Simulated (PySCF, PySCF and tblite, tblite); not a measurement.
# C₄H₄F₃N: conformers and averaged spectra

Aim: find the conformers of C₄H₄F₃N (`N#CCCC(F)(F)F`), weigh them, and average their properties.

Programs: PySCF 2.14.0 with density-fitted response routines of our own, and tblite 0.8.0. All values are computed, except where a source is named. Atoms count from 0 throughout.

## Step 1: The molecule as given

12 atoms, charge 0, multiplicity 1; geometry from: MMFF94s geometry.

Bonds of the start (Å): C1–C2 1.46, C2–C3 1.53, C2–H8 1.10, C2–H9 1.10, C3–C4 1.51, C3–H10 1.11, C3–H11 1.09, C4–F5 1.34, C4–F6 1.35, C4–F7 1.36, N0–C1 1.17.

## Step 2: GFN2-xTB relaxation, conformer 1

What the job is given:

```
{"job": {"xc": "GFN2-xTB", "basis": "xTB", "kind": "relax"}, "charge": 0, "multiplicity": 1}
N      3.254100    -0.569500    -0.441700
C      2.210200    -0.129700    -0.140800
C      0.912800     0.397200     0.256200
C     -0.216300    -0.456700    -0.319500
C     -1.560000     0.088800     0.094200
F     -1.695200     0.124900     1.426500
F     -2.556400    -0.666300    -0.412000
F     -1.715800     1.350500    -0.375800
H      0.814100     1.425600    -0.114500
H      0.830500     0.441800     1.350400
H     -0.125200    -1.495400     0.054000
H     -0.151600    -0.511800    -1.403000
```

Launch:

```console
$ OMP_NUM_THREADS=1 python ens_run.py task.json out
```

One launch serves the whole session.

Log:

```text
step      E/eV     max force
  0    -753.58745    3.675
  1    -753.30719   12.065
  2    -753.66770    0.939
  3    -753.67762    0.366
  4    -753.68537    0.287
  5    -753.68642    0.146
  6    -753.68730    0.057
  7    -753.68757    0.076
  8    -753.68777    0.041
  9    -753.68786    0.022
 10    -753.68786    0.022
 11    -753.68791    0.031
 12    -753.68791    0.146
 13    -753.68803    0.036
 14    -753.68806    0.027
 15    -753.68815    0.015
 16    -753.68820    0.016
 17    -753.68823    0.017
 18    -753.68826    0.014
 19    -753.68828    0.012
 20    -753.68829    0.010
 21    -753.68830    0.007
 22    -753.68831    0.008
 23    -753.68831    0.006
 24    -753.68831    0.003
```

Wall time 0.11 s (1 thread of Arm Neoverse V2, shared host).

The energy fell by 0.101 eV, and the atoms moved 0.02 Å (root mean square).

GFN2-xTB relaxation, conformer 2:

What the job is given:

```
{"job": {"xc": "GFN2-xTB", "basis": "xTB", "kind": "relax"}, "charge": 0, "multiplicity": 1}
N      2.166200     1.946200    -0.262700
C      1.644300     0.912600    -0.317900
C      1.029400    -0.421600    -0.346700
C     -0.196200    -0.505200     0.554900
C     -1.388700     0.229500     0.014400
F     -1.159000     1.551000    -0.103200
F     -2.459600     0.068600     0.806700
F     -1.709100    -0.233400    -1.211500
H      1.763600    -1.164600    -0.024800
H      0.745800    -0.676500    -1.375900
H      0.037900    -0.136000     1.563300
H     -0.473500    -1.571400     0.677400
```

Log:

```text
step      E/eV     max force
  0    -753.57155    2.305
  1    -753.51662    6.189
  2    -753.62236    0.484
  3    -753.62916    0.288
  4    -753.63529    0.171
  5    -753.63704    0.148
  6    -753.63826    0.095
  7    -753.63889    0.049
  8    -753.63917    0.045
  9    -753.63932    0.037
 10    -753.63932    0.037
 11    -753.63938    0.033
 12    -753.63943    0.160
 13    -753.63951    0.074
 14    -753.63956    0.021
 15    -753.63960    0.015
 16    -753.63965    0.038
 17    -753.63966    0.028
 18    -753.63968    0.012
 19    -753.63970    0.024
 20    -753.63971    0.021
 21    -753.63972    0.013
 22    -753.63973    0.009
 23    -753.63974    0.022
 24    -753.63976    0.030
 25    -753.63977    0.023
 26    -753.63978    0.008
 27    -753.63979    0.006
 28    -753.63979    0.012
 29    -753.63979    0.014
 30    -753.63980    0.009
 31    -753.63980    0.004
 32    -753.63980    0.006
 33    -753.63981    0.009
 34    -753.63981    0.007
 35    -753.63981    0.003
```

Run time: 0.12 s. Hardware: 1 thread of Arm Neoverse V2, shared host.

The energy fell by 0.068 eV, and the atoms moved 0.03 Å (root mean square).

## Step 3: DFT optimisation, start 1: PBE0-D3(BJ)/def2-SVP

What the job is given:

```
{"job": {"kind": "geom", "xc": "PBE0", "basis": "def2-SVP", "d3": "d3bj", "grid": 1, "maxiter": 40}, "charge": 0, "multiplicity": 1}
N      3.228486    -0.549404    -0.430511
C      2.212753    -0.126388    -0.126317
C      0.922780     0.398905     0.252049
C     -0.201988    -0.473336    -0.318172
C     -1.554962     0.084103     0.081234
F     -1.712687     0.128599     1.412757
F     -2.562770    -0.652179    -0.403048
F     -1.740406     1.335646    -0.364880
H      0.839061     1.421996    -0.127355
H      0.865351     0.426383     1.344571
H     -0.134975    -1.494642     0.062729
H     -0.159444    -0.500368    -1.409085
```

Log:

```text
step      E/eV     max force
  0    -13829.12344   2.0314
  1    -13829.16069   0.3070
  2    -13829.16271   0.0575
  3    -13829.16260   0.0133
```

Wall time 24 s (1 thread of Arm Neoverse V2, shared host); peak memory 0.48 GiB.

The energy fell by 0.039 eV, and the atoms moved 0.03 Å (root mean square).

## Step 4: DFT optimisation, start 2: PBE0-D3(BJ)/def2-SVP

What the job is given:

```
{"job": {"kind": "geom", "xc": "PBE0", "basis": "def2-SVP", "d3": "d3bj", "grid": 1, "maxiter": 40}, "charge": 0, "multiplicity": 1}
N      2.131984     1.915379    -0.265291
C      1.639559     0.886743    -0.311157
C      1.036843    -0.426653    -0.350051
C     -0.182498    -0.524468     0.574687
C     -1.375579     0.228690     0.012793
F     -1.168229     1.543501    -0.099183
F     -2.458573     0.072140     0.789672
F     -1.716494    -0.213944    -1.208955
H      1.791888    -1.151268    -0.033226
H      0.751558    -0.652967    -1.381877
H      0.038679    -0.110953     1.560870
H     -0.487941    -1.566885     0.685693
```

Log:

```text
step      E/eV     max force
  0    -13829.08188   2.0200
  1    -13829.12495   0.3531
  2    -13829.12718   0.0893
  3    -13829.12770   0.1798
  4    -13829.12872   0.0440
  5    -13829.12887   0.0121
```

It took 36 s on 1 thread of Arm Neoverse V2, shared host; peak memory 0.49 GiB.

Relaxing gained 0.047 eV and moved the atoms by 0.04 Å on average (rms).

## Step 5: Shieldings, conformer 1: PBE0/pcSseg-1

What the job is given:

```
{"job": {"xc": "PBE0", "basis": "pcSseg-1", "kind": "nmr", "pop": true}, "charge": 0, "multiplicity": 1}
N      3.264487    -0.524974    -0.462696
C      2.230961    -0.119864    -0.137488
C      0.921657     0.379200     0.258582
C     -0.217964    -0.467616    -0.303014
C     -1.565370     0.092178     0.076548
F     -1.711985     0.157258     1.404908
F     -2.550975    -0.662795    -0.405646
F     -1.729430     1.332157    -0.399950
H      0.825801     1.420746    -0.087749
H      0.871736     0.403102     1.358688
H     -0.164810    -1.499554     0.072318
H     -0.172910    -0.510526    -1.400530
```

Log:

```text
coarse grid: 11144 points
cycle   1  E = -508.3227116047  dE =  1.205e+00  |g| = 9.263e-01  |ddm| = 3.128e+00
cycle   2  E = -508.0569344778  dE =  2.658e-01  |g| = 1.543e+00  |ddm| = 1.463e+00
cycle   3  E = -508.4618946705  dE = -4.050e-01  |g| = 2.773e-01  |ddm| = 1.048e+00
cycle   4  E = -508.4768541991  dE = -1.496e-02  |g| = 7.838e-02  |ddm| = 2.060e-01
cycle   5  E = -508.4780541810  dE = -1.200e-03  |g| = 1.765e-02  |ddm| = 6.357e-02
cycle   6  E = -508.4781174469  dE = -6.327e-05  |g| = 2.909e-03  |ddm| = 1.365e-02
cycle   7  E = -508.4781192632  dE = -1.816e-06  |g| = 6.039e-04  |ddm| = 2.452e-03
final grid: 112128 points
cycle   8  E = -508.5435987938  dE = -4.299e-05  |g| = 6.899e-03  |ddm| = 2.329e-02
cycle   9  E = -508.5435942294  dE =  4.564e-06  |g| = 8.917e-03  |ddm| = 1.047e-02
cycle  10  E = -508.5436090241  dE = -1.479e-05  |g| = 7.965e-04  |ddm| = 5.252e-03
cycle  11  E = -508.5436091330  dE = -1.089e-07  |g| = 2.129e-04  |ddm| = 6.473e-04
cycle  12  E = -508.5436091364  dE = -3.369e-09  |g| = 1.591e-04  |ddm| = 2.060e-04
cycle  13  E = -508.5436091414  dE = -5.029e-09  |g| = 4.456e-05  |ddm| = 1.272e-04
cycle  14  E = -508.5436091418  dE = -4.093e-10  |g| = 6.175e-06  |ddm| = 2.812e-05
converged SCF energy = -508.5436091418

GIAO shielding tensors (ppm)
atom      isotropic    diamagn.    paramagn.     s11        s22        s33       span
  0 N      -42.989     338.570    -381.559   -218.964   -213.589    303.586    522.550
  1 C       62.377     258.601    -196.225    -55.180    -51.331    293.641    348.821
  2 C      172.414     248.568     -76.154    159.061    173.292    184.888     25.827
  3 C      150.808     250.775     -99.967    133.765    145.354    173.304     39.539
  4 C       54.197     241.975    -187.778     52.408     53.082     57.101      4.693
  5 F      264.986     473.971    -208.985    175.103    275.024    344.831    169.728
  6 F      254.666     470.701    -216.035    168.888    256.098    339.010    170.122
  7 F      264.834     473.927    -209.093    174.660    273.657    346.186    171.526
  8 H       28.952      28.331       0.621     23.324     29.679     33.852     10.528
  9 H       28.957      28.266       0.691     23.322     29.556     33.992     10.670
 10 H       29.141      30.093      -0.951     24.978     29.028     33.419      8.440
 11 H       29.168      30.157      -0.990     24.994     29.104     33.405      8.412
```

Run time: 13 s. Hardware: 1 thread of Arm Neoverse V2, shared host; peak memory 0.89 GiB.

This run: HOMO -9.75 eV, LUMO 0.44 eV; dipole 1.82 D.

## Step 6: Single-point energy, conformer 1: PBE0/def2-TZVP

Changed since step 5:

```diff
@@ -1,2 +1,2 @@
-{"job": {"xc": "PBE0", "basis": "pcSseg-1", "kind": "nmr", "pop": true}, "charge": 0, "multiplicity": 1}
+{"job": {"xc": "PBE0", "basis": "def2-TZVP", "kind": "sp"}, "charge": 0, "multiplicity": 1}
 N      3.264487    -0.524974    -0.462696
```

Log:

```text
coarse grid: 11144 points
cycle   1  E = -508.6393983120  dE =  1.210e+00  |g| = 9.515e-01  |ddm| = 2.927e+00
cycle   2  E = -508.3565126846  dE =  2.829e-01  |g| = 1.598e+00  |ddm| = 2.031e+00
cycle   3  E = -508.7810298854  dE = -4.245e-01  |g| = 2.813e-01  |ddm| = 1.577e+00
cycle   4  E = -508.7959660109  dE = -1.494e-02  |g| = 8.861e-02  |ddm| = 2.451e-01
cycle   5  E = -508.7974913962  dE = -1.525e-03  |g| = 1.965e-02  |ddm| = 1.001e-01
cycle   6  E = -508.7975706362  dE = -7.924e-05  |g| = 3.133e-03  |ddm| = 1.724e-02
cycle   7  E = -508.7975727283  dE = -2.092e-06  |g| = 6.649e-04  |ddm| = 2.525e-03
final grid: 112128 points
cycle   8  E = -508.7982335709  dE = -9.150e-05  |g| = 6.350e-03  |ddm| = 7.615e-02
cycle   9  E = -508.7982309675  dE =  2.603e-06  |g| = 7.526e-03  |ddm| = 1.242e-02
cycle  10  E = -508.7982421333  dE = -1.117e-05  |g| = 9.696e-04  |ddm| = 5.549e-03
cycle  11  E = -508.7982422608  dE = -1.275e-07  |g| = 3.065e-04  |ddm| = 1.166e-03
cycle  12  E = -508.7982422705  dE = -9.735e-09  |g| = 1.795e-04  |ddm| = 3.853e-04
cycle  13  E = -508.7982422767  dE = -6.164e-09  |g| = 5.484e-05  |ddm| = 1.471e-04
cycle  14  E = -508.7982422773  dE = -6.235e-10  |g| = 9.543e-06  |ddm| = 5.183e-05
converged SCF energy = -508.7982422773
```

Wall time 14 s (1 thread of Arm Neoverse V2, shared host); peak memory 0.99 GiB.

This run: HOMO -9.70 eV, LUMO 0.35 eV; dipole 1.88 D.

## Step 7: Shieldings, conformer 2: PBE0/pcSseg-1

What the job is given:

```
{"job": {"xc": "PBE0", "basis": "pcSseg-1", "kind": "nmr", "pop": false}, "charge": 0, "multiplicity": 1}
N      2.225811     1.924504    -0.292142
C      1.687008     0.901627    -0.319486
C      1.033535    -0.402653    -0.336952
C     -0.201077    -0.506140     0.556843
C     -1.407197     0.222035     0.015527
F     -1.197491     1.533321    -0.092672
F     -2.460701     0.040608     0.813157
F     -1.737260    -0.231368    -1.200518
H      1.776586    -1.148947    -0.015550
H      0.768425    -0.651530    -1.377175
H      0.002919    -0.119876     1.565914
H     -0.489360    -1.562266     0.657029
```

Log:

```text
coarse grid: 11144 points
cycle   1  E = -508.3192870341  dE =  1.208e+00  |g| = 9.305e-01  |ddm| = 3.079e+00
cycle   2  E = -508.0412968458  dE =  2.780e-01  |g| = 1.567e+00  |ddm| = 1.434e+00
cycle   3  E = -508.4592894338  dE = -4.180e-01  |g| = 2.852e-01  |ddm| = 1.022e+00
cycle   4  E = -508.4751707773  dE = -1.588e-02  |g| = 7.791e-02  |ddm| = 2.031e-01
cycle   5  E = -508.4763575328  dE = -1.187e-03  |g| = 1.798e-02  |ddm| = 6.310e-02
cycle   6  E = -508.4764238633  dE = -6.633e-05  |g| = 2.944e-03  |ddm| = 1.382e-02
cycle   7  E = -508.4764257006  dE = -1.837e-06  |g| = 7.674e-04  |ddm| = 2.701e-03
final grid: 112128 points
cycle   8  E = -508.5416923185  dE = -4.225e-05  |g| = 6.833e-03  |ddm| = 2.219e-02
cycle   9  E = -508.5416875629  dE =  4.756e-06  |g| = 8.863e-03  |ddm| = 1.009e-02
cycle  10  E = -508.5417023475  dE = -1.478e-05  |g| = 7.908e-04  |ddm| = 5.203e-03
cycle  11  E = -508.5417024433  dE = -9.588e-08  |g| = 2.951e-04  |ddm| = 6.908e-04
cycle  12  E = -508.5417024510  dE = -7.677e-09  |g| = 2.065e-04  |ddm| = 2.723e-04
cycle  13  E = -508.5417024599  dE = -8.840e-09  |g| = 3.638e-05  |ddm| = 1.347e-04
cycle  14  E = -508.5417024601  dE = -2.801e-10  |g| = 6.161e-06  |ddm| = 2.902e-05
converged SCF energy = -508.5417024601

GIAO shielding tensors (ppm)
atom      isotropic    diamagn.    paramagn.     s11        s22        s33       span
  0 N      -43.919     338.853    -382.772   -220.035   -213.317    301.595    521.630
  1 C       62.440     259.721    -197.281    -55.564    -49.626    292.509    348.073
  2 C      172.566     248.152     -75.587    161.767    172.097    183.833     22.065
  3 C      151.485     250.235     -98.749    139.814    147.803    166.839     27.025
  4 C       54.112     241.666    -187.554     52.298     53.877     56.160      3.862
  5 F      258.537     474.962    -216.425    174.971    267.114    333.526    158.556
  6 F      254.050     471.080    -217.030    168.895    253.974    339.280    170.385
  7 F      265.178     474.230    -209.052    174.905    272.352    348.278    173.373
  8 H       29.059      27.285       1.773     23.502     27.725     35.948     12.446
  9 H       28.870      28.396       0.474     24.583     28.035     33.991      9.408
 10 H       29.157      29.846      -0.688     25.250     28.478     33.745      8.495
 11 H       29.441      29.605      -0.164     24.743     28.664     34.917     10.174
```

It took 12 s on 1 thread of Arm Neoverse V2, shared host; peak memory 0.9 GiB.

In short: HOMO -9.62 eV, LUMO 0.28 eV; dipole 4.38 D.

## Step 8: Single-point energy, conformer 2: PBE0/def2-TZVP

Changed since step 7:

```diff
@@ -1,2 +1,2 @@
-{"job": {"xc": "PBE0", "basis": "pcSseg-1", "kind": "nmr", "pop": false}, "charge": 0, "multiplicity": 1}
+{"job": {"xc": "PBE0", "basis": "def2-TZVP", "kind": "sp"}, "charge": 0, "multiplicity": 1}
 N      2.225811     1.924504    -0.292142
```

Log:

```text
coarse grid: 11144 points
cycle   1  E = -508.6362334632  dE =  1.213e+00  |g| = 9.550e-01  |ddm| = 2.862e+00
cycle   2  E = -508.3422988886  dE =  2.939e-01  |g| = 1.619e+00  |ddm| = 1.772e+00
cycle   3  E = -508.7783118311  dE = -4.360e-01  |g| = 2.903e-01  |ddm| = 1.334e+00
cycle   4  E = -508.7943469548  dE = -1.604e-02  |g| = 8.736e-02  |ddm| = 2.210e-01
cycle   5  E = -508.7958230284  dE = -1.476e-03  |g| = 2.038e-02  |ddm| = 8.919e-02
cycle   6  E = -508.7959095851  dE = -8.656e-05  |g| = 3.018e-03  |ddm| = 1.747e-02
cycle   7  E = -508.7959114525  dE = -1.867e-06  |g| = 8.569e-04  |ddm| = 2.572e-03
final grid: 112128 points
cycle   8  E = -508.7959331985  dE = -8.971e-05  |g| = 6.265e-03  |ddm| = 7.973e-02
cycle   9  E = -508.7959301848  dE =  3.014e-06  |g| = 7.519e-03  |ddm| = 1.051e-02
cycle  10  E = -508.7959414999  dE = -1.132e-05  |g| = 9.944e-04  |ddm| = 5.008e-03
cycle  11  E = -508.7959416071  dE = -1.073e-07  |g| = 4.945e-04  |ddm| = 1.113e-03
cycle  12  E = -508.7959416412  dE = -3.405e-08  |g| = 2.598e-04  |ddm| = 4.879e-04
cycle  13  E = -508.7959416550  dE = -1.384e-08  |g| = 3.860e-05  |ddm| = 1.668e-04
cycle  14  E = -508.7959416553  dE = -2.962e-10  |g| = 8.447e-06  |ddm| = 3.566e-05
converged SCF energy = -508.7959416553
```

It took 14 s on 1 thread of Arm Neoverse V2, shared host; peak memory 1 GiB.

This run: HOMO -9.57 eV, LUMO 0.20 eV; dipole 4.41 D.

## Step 9: Couplings, conformer 1: B3LYP/pcJ-1+pcSseg-1

What the job is given:

```
{"job": {"xc": "B3LYP", "basis": {"default": "pcSseg-1", "H": "pcJ-1", "F": "pcJ-1"}, "nuclei": ["H", "F", "P", "Si", "B"], "kind": "j"}, "charge": 0, "multiplicity": 1}
N      3.264487    -0.524974    -0.462696
C      2.230961    -0.119864    -0.137488
C      0.921657     0.379200     0.258582
C     -0.217964    -0.467616    -0.303014
C     -1.565370     0.092178     0.076548
F     -1.711985     0.157258     1.404908
F     -2.550975    -0.662795    -0.405646
F     -1.729430     1.332157    -0.399950
H      0.825801     1.420746    -0.087749
H      0.871736     0.403102     1.358688
H     -0.164810    -1.499554     0.072318
H     -0.172910    -0.510526    -1.400530
```

Log:

```text
coarse grid: 11144 points
cycle   1  E = -508.8654417640  dE =  1.150e+00  |g| = 9.798e-01  |ddm| = 2.962e+00
cycle   2  E = -508.5152654032  dE =  3.502e-01  |g| = 1.728e+00  |ddm| = 1.667e+00
cycle   3  E = -509.0121490863  dE = -4.969e-01  |g| = 3.196e-01  |ddm| = 1.230e+00
cycle   4  E = -509.0319894864  dE = -1.984e-02  |g| = 9.460e-02  |ddm| = 2.450e-01
cycle   5  E = -509.0337188924  dE = -1.729e-03  |g| = 2.342e-02  |ddm| = 8.087e-02
cycle   6  E = -509.0338326680  dE = -1.138e-04  |g| = 3.704e-03  |ddm| = 1.760e-02
cycle   7  E = -509.0338355692  dE = -2.901e-06  |g| = 8.041e-04  |ddm| = 3.172e-03
final grid: 112128 points
cycle   8  E = -509.1023514300  dE = -1.328e-04  |g| = 6.934e-03  |ddm| = 2.077e-02
cycle   9  E = -509.1023438197  dE =  7.610e-06  |g| = 9.792e-03  |ddm| = 9.623e-03
cycle  10  E = -509.1023595005  dE = -1.568e-05  |g| = 7.206e-04  |ddm| = 5.465e-03
cycle  11  E = -509.1023595217  dE = -2.117e-08  |g| = 6.234e-04  |ddm| = 9.201e-04
cycle  12  E = -509.1023595886  dE = -6.690e-08  |g| = 2.465e-04  |ddm| = 5.112e-04
cycle  13  E = -509.1023596018  dE = -1.318e-08  |g| = 3.002e-05  |ddm| = 1.626e-04
cycle  14  E = -509.1023596020  dE = -1.904e-10  |g| = 5.548e-06  |ddm| = 2.573e-05
converged SCF energy = -509.1023596020

Indirect spin-spin couplings (Hz)
  i      j    bonds     total        FC       PSO       DSO        SD
  5 F    6 F    2     65.412    39.906   -23.237    -0.431    49.173
  5 F    7 F    2     54.946    40.384   -33.900    -0.344    48.807
  5 F    9 H    4      0.402     0.599    -1.450     1.444    -0.190
  5 F   10 H    3      0.776     0.467     0.586     0.093    -0.370
  5 F   11 H    3     25.035    26.071     1.052    -2.095     0.006
  6 F    7 F    2     65.175    40.133   -23.557    -0.429    49.028
  6 F    8 H    4     -1.940    -1.384     0.836    -1.323    -0.069
  6 F    9 H    4     -1.836    -1.328     0.868    -1.300    -0.076
  6 F   10 H    3      1.475     1.793    -0.020     0.228    -0.526
  6 F   11 H    3      1.070     1.350     0.031     0.198    -0.508
  7 F    8 H    4      0.355     0.514    -1.448     1.496    -0.207
  7 F   10 H    3     24.927    25.956     1.060    -2.093     0.003
  7 F   11 H    3      1.325     1.043     0.537     0.152    -0.406
  8 H    9 H    2    -19.264   -19.281     1.633    -1.616         -
  8 H   10 H    3     15.900    16.227     2.186    -2.513         -
  8 H   11 H    3      3.989     4.021     0.066    -0.098         -
  9 H   10 H    3      4.764     4.780    -0.007    -0.010         -
  9 H   11 H    3     15.881    16.209     2.189    -2.516         -
 10 H   11 H    2    -15.987   -16.039     1.551    -1.499         -
```

It took 27 s on 1 thread of Arm Neoverse V2, shared host; peak memory 0.92 GiB.

This run: HOMO -9.48 eV, LUMO 0.16 eV; dipole 1.81 D.

(Part 1 of 2 ends here.)
